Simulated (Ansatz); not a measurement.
Crystal: NbSi.

```
Nb Si
1.0
     0.00000    2.57383    2.57383
     2.57383    0.00000    2.57383
     2.57383    2.57383    0.00000
Nb Si
1 1
Direct
  0.00000 0.00000 0.00000
  0.50000 0.50000 0.50000
```

The cell was built by a generator and needn't be a form met in nature.

Below is the output of Ansatz 0.2.0 for this cell. Logs are shortened: lines on timing, memory, paths and dates and some standing lists are left out, and cuts for length are marked.

```text
Warning: RAYON_NUM_THREADS=2 ignored (pool sized by the plan → 2); use --threads N
Nb: projections on atomic orbitals take those of the free atom [Ar 3d10] 4s2 4p6 4d4 5s1, of charge +0.00 (hamiltonian.pseudopotentials.projection_atoms); the dataset's partial waves leave at most 4.9e-6 of an orbital's norm unspanned inside its sphere
Si: projections on atomic orbitals take those of the free atom [Ne] 3s2 3p2, of charge +0.00 (hamiltonian.pseudopotentials.projection_atoms); the dataset's partial waves leave at most 6.1e-8 of an orbital's norm unspanned inside its sphere
scf.n_extra_bands = 6 over 9 filled bands (N_el = 17.0): the run solves 15 bands
Engine: ansatz 0.2.0, aarch64-unknown-linux-gnu
Pseudopotentials: kind: paw
Pseudopotential: Nb, paw, valence charge 13, recommended cutoff 420 eV (normal), Nb.paw.azcp
Pseudopotential: Si, paw, valence charge 4, recommended cutoff 420 eV (normal), Si.paw.azcp
Functional definition: SPW92
  exchange = slater_x
  correlation = pw_c
Crystal: 2 atoms, lattice volume = 34.101 Å³
Basis set: ecut = 420 eV, 645 PW (Γ)
Bands: 15, of which v1, the nominal top of the filled ones, is band 9 counted from 1 (8 counted from 0)
Symmetry: 48 space group operations
Space group: Fm-3m (ITA 225), of the structure as read, at distance tolerance 3.2e-5 Å
k-points: 35 of 729
Non-local potential: Nb, projectors of the file, l = 0: 3, l = 1: 2, l = 2: 2, l = 3: 1
Non-local potential: Si, projectors of the file, l = 0: 2, l = 1: 2, l = 2: 2
PAW form: soft (Blöchl's): semilocal exchange-correlation on the pseudo side does not see the compensation charge
PAW frozen core: Nb, regenerated for the run's functional, and the local potential with it (the file was generated under x = pbe(κ = 0.804, μ = 0.2195149727645171), c = pbe(β = 0.06672455060314922))
PAW frozen core: Si, regenerated for the run's functional, and the local potential with it (the file was generated under x = pbe(κ = 0.804, μ = 0.2195149727645171), c = pbe(β = 0.06672455060314922))
PAW one-centre angular grid: Nb, 590 points (default); XC on 64 Gauss nodes
PAW one-centre angular grid: Si, 110 points (default); XC on 64 Gauss nodes
Initial density: superposition of atomic densities (chi_scale 0.1, normalization cell, long waves kept (reshape's long-wave potential 0.00 eV rms))
Initial wavefunctions: pseudopotential atomic-orbital guess
Functional: x = slater, c = lda
SCF iter   1: F=—  HF=-5049.301387 eV  |F-HF|=—  |Δ(HF+E_count)|=         —  Δρ=8.76e-2  dr2=4.47e0  ethr=3.10e-3  ⟨swp⟩=5.3  Hψ=2966  notcnv=0
preconditioner: auto → none  [insulator: Δε(μ)=0.112 eV  Ē_g=9.086 eV  σ=0.050 eV  W_gap=0.51  n_scr=8 (ndim 8)  ℏωp=19.1 eV  f_vac=0.000  D(μ)=1.64/eV (n_scr^D=14)  ε∞_Penn≈5.4]
SCF iter   2: F=—  HF=-5048.454487 eV  |F-HF|=—  |Δ(HF+E_count)|=   8.47e-1  Δρ=5.70e-2  dr2=1.77e0  ethr=3.10e-3  ⟨swp⟩=3.0  Hψ=1445  notcnv=0  defer=47
SCF iter   3: F=—  HF=-5048.077778 eV  |F-HF|=—  |Δ(HF+E_count)|=   3.77e-1  Δρ=1.60e-2  dr2=4.15e-2  ethr=3.10e-3  ⟨swp⟩=3.2  Hψ=1148  notcnv=0  defer=38
SCF iter   4: F=—  HF=-5048.124533 eV  |F-HF|=—  |Δ(HF+E_count)|=   4.68e-2  Δρ=8.39e-3  dr2=3.79e-2  ethr=2.44e-4  ⟨swp⟩=2.3  Hψ=950  notcnv=0  defer=37
SCF iter   5: F=—  HF=-5048.114287 eV  |F-HF|=—  |Δ(HF+E_count)|=   1.02e-2  Δρ=1.78e-3  dr2=1.57e-3  ethr=2.23e-4  ⟨swp⟩=2.2  Hψ=835  notcnv=0  defer=38
SCF iter   6: F=—  HF=-5048.113956 eV  |F-HF|=—  |Δ(HF+E_count)|=   3.31e-4  Δρ=4.73e-4  dr2=1.19e-4  ethr=9.21e-6  ⟨swp⟩=2.3  Hψ=671  notcnv=0  defer=38
SCF iter   7: F=—  HF=-5048.113931 eV  |F-HF|=—  |Δ(HF+E_count)|=   2.44e-5  Δρ=1.76e-4  dr2=1.69e-5  ethr=6.99e-7  ⟨swp⟩=2.1  Hψ=587  notcnv=0  defer=38
SCF iter   8: F=—  HF=-5048.113930 eV  |F-HF|=—  |Δ(HF+E_count)|=   1.78e-6  Δρ=2.42e-5  dr2=3.24e-7  ethr=9.91e-8  ⟨swp⟩=2.1  Hψ=611  notcnv=0  defer=38
SCF iter   9: F=-5048.113930 eV  HF=-5048.113930 eV  |F-HF|=9.11e-10  |Δ(HF+E_count)|=   7.86e-8  Δρ=1.47e-6  dr2=1.13e-9  ethr=5.88e-10  ⟨swp⟩=9.4  Hψ=2367  notcnv=0
SCF 1 converged in 9 iterations: F = -5048.113930 eV  dr2 = 1.13e-9
  greatest PAW one-centre occupation: 0.997 electrons in one spin orbital (limit 2), on the Nb atom at site 0 (counted from 0), in its partial waves of l = 0
NSCF: frozen V_eff on 104 k-points
SCF converged after 9 iterations
Free energy (F): -5048.113930 eV
Harris-Foulkes:  -5048.113930 eV  (|F-HF|=9.11e-10)
Internal energy: -5048.106397 eV  (E = F + TS)
E sigma→0 (E₀):  -5048.110163 eV
Entropy (-TS):   -0.007533 eV (-3.766 meV/atom)
Fermi energy:    13.889815 eV
--- Per-component energies (eV) ---
  E_band       = -100.732094
  E_kinetic    = 435.828587
  E_local      = -913.308149  (includes V_loc(G=0)·N_el)
  E_nonlocal   = 152.067927
  E_hartree    = 299.034120
  E_xc         = -229.688722
  E_vxc        = -260.302463  (∫ρ·V_xc dr)
  E_hubbard    = 3.594128  (on-site DFT+U / exact-exchange correction)
  E_vhub       = 0.479066  (the Hubbard potential's part of the band-sum identity)
  E_paw        = -3451.289028  (= ΣΔE_a)
  E_vpaw       = -113.566442  (= ΣTr[D̂ρ^β])
  E_aug_tail   = 0.000014  (compensation charges beyond the density's cutoff)
  E_ewald      = -1344.855298
  E_core_change = 0.510025  (= ΣΔE_core)
  E_smearing   = -0.007533  (= −TS)
  E_closure    = 0.000000  (closes the sum)
  Σ components = -5048.113930   (vs F -5048.113930, Δ=0.00e0)
--- Forces (eV/Å), atoms counted from 1 ---
  atom   1  Nb    -0.00000000    -0.00000000     0.00000000
  atom   2  Si     0.00000000    -0.00000000    -0.00000000
  max |Σ_I F_I| component: 2.96e-31 eV/Å
--- Stress (GPa, compression-positive) ---
       -6.106168      -0.000000      -0.000000
       -0.000000      -6.106168      -0.000000
       -0.000000       0.000000      -6.106168
  P = ⅓ Tr σ = -6.1062 GPa (-61.062 kbar)
--- Band table (eV; the first three rows and the last of 35) ---
  k-point 0: bands = ["-41.4652", "-17.5390", "-17.5390", "-17.5390", "3.0995", "12.7792", "12.7792", "12.7792", "12.8428", "12.8428", "16.1659", "16.1659", "16.1659", "22.0403", "23.0331"]
  k-point 1: bands = ["-41.4632", "-17.5641", "-17.5422", "-17.5422", "3.3359", "12.3209", "12.3397", "12.3397", "12.9910", "12.9910", "15.9474", "16.9303", "16.9303", "22.4003", "23.6565"]
  k-point 2: bands = ["-41.4577", "-17.6273", "-17.5502", "-17.5502", "4.0163", "11.1584", "11.5180", "11.5180", "13.5616", "13.5616", "15.6874", "18.5258", "18.5258", "21.9074", "24.6975"]
  k-point 34: bands = ["-41.4432", "-17.6833", "-17.6571", "-17.6125", "5.8869", "9.9637", "10.4305", "10.8649", "15.0821", "15.2617", "15.9354", "16.1955", "17.6001", "23.1388", "23.6836"]
Occupation matrices written to <dir>
```

Task: What input gives this log?

Result: Projected density of states with LDA+U, no spin polarisation. The files as run (others can give the same):

input.yaml
```yaml
crystal:
  lattice:
    - [0.0, 2.57383, 2.57383]
    - [2.57383, 0.0, 2.57383]
    - [2.57383, 2.57383, 0.0]
  atoms:
    - { symbol: Nb, position: [0.0, 0.0, 0.0] }
    - { symbol: Si, position: [0.5, 0.5, 0.5] }
hamiltonian:
  xc: lda
  pseudopotentials: { kind: paw }
  hubbard: { sites: [{ species: Nb, l: d, u_eff: 3.0 }] }
kpoints:
  mp_grid: { grid: [9, 9, 9] }
scf:
  occupations: { method: fermi_dirac, width: 0.05 }
  n_extra_bands: 6
output:
  forces: true
  stress: true
  eigenvalues: true
  dos: { projected: true, de: 0.05, nscf_kmesh: { grid: [14, 14, 14] } }
```

Potentials or basis: Ansatz PAW.
Launch:
```bash
$ ansatz run input.yaml --threads 2 --pin off --max-ram 5632MiB --backend cpu --events-out ev --progress --plain --runs-dir out
```

Caveat: U without spin polarisation on a metal has little footing; the PAW data sets come from PBE, with cores solved anew for the run's functional, which leaves a small shift of forces and pressure; the U is typed as a test and isn't derived for this compound; the density of states is complete only up to the lowest level of the last band computed.
